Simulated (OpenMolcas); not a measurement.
# Ni³⁺ among point charges: CASSCF and CASPT2 levels and susceptibility

How does a field of 8 point charges split the states of Ni³⁺, and what χT follows?

The numbers are computed with OpenMolcas 26.06 (state-averaged CASSCF and CASPT2, spin-orbit coupling by RASSI with atomic mean-field integrals), except any that are marked as measured or tabulated.

**1. Starting point**

| Quantity | Value |
| --- | --- |
| Species | Ni³⁺ (nickel, Z = 28, 25 electrons) |
| Basis | ANO-RCC-VTZP [6s5p3d2f1g], 59 functions |
| Scalar Hamiltonian | DKH2, point nucleus |
| Inactive shells | 1s 2s 2p 3s 3p |
| Active space | 7 electrons in 5 orbitals (3d) |
| Some configurations of this space | 3d7 |
| Orbitals | optimised for each spin and parity, averaged over all roots |

The outer shells:

3d7
```
3d [↑↓][↑↓][↑ ][↑ ][↑ ]
```

The ion sits among 8 point charges of -1.6 e arranged as a cube (Oh), 1.82 Å from the ion.

The work runs as a chain of OpenMolcas steps in one folder; each step below is one input file. Labels, J, g values, rates, χT and fits are worked out afterwards by a script from the matrices that RASSI stores. The input lists half of the charges; inversion (Group=XYZ) makes the rest.

**2. Basis and integrals**

The input, a.inp:

```
&GATEWAY
Coord
1

Ni 0.0 0.0 0.0
Basis=ANO-RCC-VTZP
Group=XYZ
NoMove
AngMom=0.0 0.0 0.0
AMFI
XField
4 Angstrom 0
1.050777 1.050777 1.050777 -1.600000
1.050777 1.050777 -1.050777 -1.600000
1.050777 -1.050777 1.050777 -1.600000
1.050777 -1.050777 -1.050777 -1.600000
&SEWARD
```

Command:

```console
> OMP_NUM_THREADS=1 MOLCAS_MEM=1689 MOLCAS_PROJECT=a pymolcas a.inp > a.log
```

**3. CASSCF: quartets of even parity, 10 roots**

The input, a.inp:

```
&RASSCF
FileOrb=start.orb
Symmetry=1
Spin=4
nActEl=7 0 0
Inactive=3 6
Ras2=5 0
CIRoot=10 10 1
SDav=10
CIMx=300
Iter=120 100
PrWF=0.3
OrbListing=Nothing
MaxOrb=0
>>> COPY $Project.JobIph JOB001
```

start.orb holds the contracted functions of the basis, ordered by shell, or the orbitals of the step before.

**4. Reference wave functions, doublets of even parity, 40 roots**

The input, a.inp:

```
&RASSCF
FileOrb=start.orb
Symmetry=1
Spin=2
nActEl=7 0 0
Inactive=3 6
Ras2=5 0
CIRoot=40 40 1
SDav=40
CIMx=300
Iter=120 100
PrWF=0.3
OrbListing=Nothing
MaxOrb=0
>>> COPY $Project.JobIph JOB002
```

**5. RASSI: spin-orbit coupling between the states**

The input, a.inp:

```
&RASSI
NrOfJobIphs=2 10 40
1 2 3 4 5 6 7 8 9 10
1 2 3 4 5 6 7 8 9 10 11 12 13 14 15 16 17 18 19 20 21 22 23 24 25 26 27
28 29 30 31 32 33 34 35 36 37 38 39 40
IphNames
JOB001
JOB002
EJob
SpinOrbit
DIPRint=1.0
SOCoupling=1000.0
Subsets=2
Property=9
'ANGMOM' 1 'ANGMOM' 2 'ANGMOM' 3 'MLTPL  1' 1 'MLTPL  1' 2 'MLTPL  1' 3
'AMFI' 1 'AMFI' 2 'AMFI' 3
SOProperty=3
'ANGMOM' 1 'ANGMOM' 2 'ANGMOM' 3
```

**6. CASPT2: IPEA 0.25, imaginary shift 0.1 (closed shells correlated: 3s 3p)**

The input, a.inp:

```
>>> COPY JOB001 $Project.JobIph
&CASPT2
Multistate=10 1 2 3 4 5 6 7 8 9 10
NoMult
Frozen=2 3
IPEA=0.25
Imaginary=0.1
MaxIter=60
WThr=0.0 0.3 0.05
PrWF=0.5
NoMix
>>> COPY JOB002 $Project.JobIph
&CASPT2
Multistate=40 1 2 3 4 5 6 7 8 9 10 11 12 13 14 15 16 17 18 19 20 21 22
23 24 25 26 27 28 29 30 31 32 33 34 35 36 37 38 39 40
NoMult
Frozen=2 3
IPEA=0.25
Imaginary=0.1
MaxIter=60
WThr=0.0 0.3 0.05
PrWF=0.5
NoMix
```

(Steps that only read results are left out.)

What does the calculation give? Wanted: spin-free ground state; first state of the same spin within the active space; lowest level; next level.

**Answer**, as computed:

| quantity | value |
| --- | --- |
| method | SS-CASPT2, IPEA 0.25, imaginary shift 0.1 (closed shells correlated: 3s 3p) |
| spin-free ground state | 4A2, 1-fold in its orbital part |
| first state of the same spin within the active space | 4T2 at 2800 cm⁻¹ |
| lowest level | 4-fold Γ8 |
| next level | 2562.6 cm⁻¹ |
| χT at 300 K | 3.28 cm³ K/mol |
| effective moment at 300 K | 5.12 μB |

Cost by method:

```csv
method,time of its own steps,time with the reference
A. CASSCF,6.5 s,6.5 s
"B. SS-CASPT2, IPEA 0.25, imaginary shift 0.1, +3s 3p",4 s,10 s
```

Times are of one thread on a shared host.

The spin-free ground state (4A2) comes to 100 % from free-ion F terms and keeps the highest spin of the shell. χT at 300 K is 3.28, against 1.88 cm³ K/mol for the spin alone, so orbital moment adds to it. A ligand-field fit to the states below 45000 cm-1 gives 10Dq = -2854 cm-1, B = 1170 cm-1 and C = 4817 cm-1 (C/B = 4.12), with a deviation of 489 cm-1. CASPT2 does not keep the components of a term degenerate, and the means are used. The field of point charges can differ much from that of real complexes. With metal d orbitals alone active, the gaps between spin states are rough; where two lie within a few thousand cm-1, their order is open. This is an electrostatic model: the charges have no orbitals.
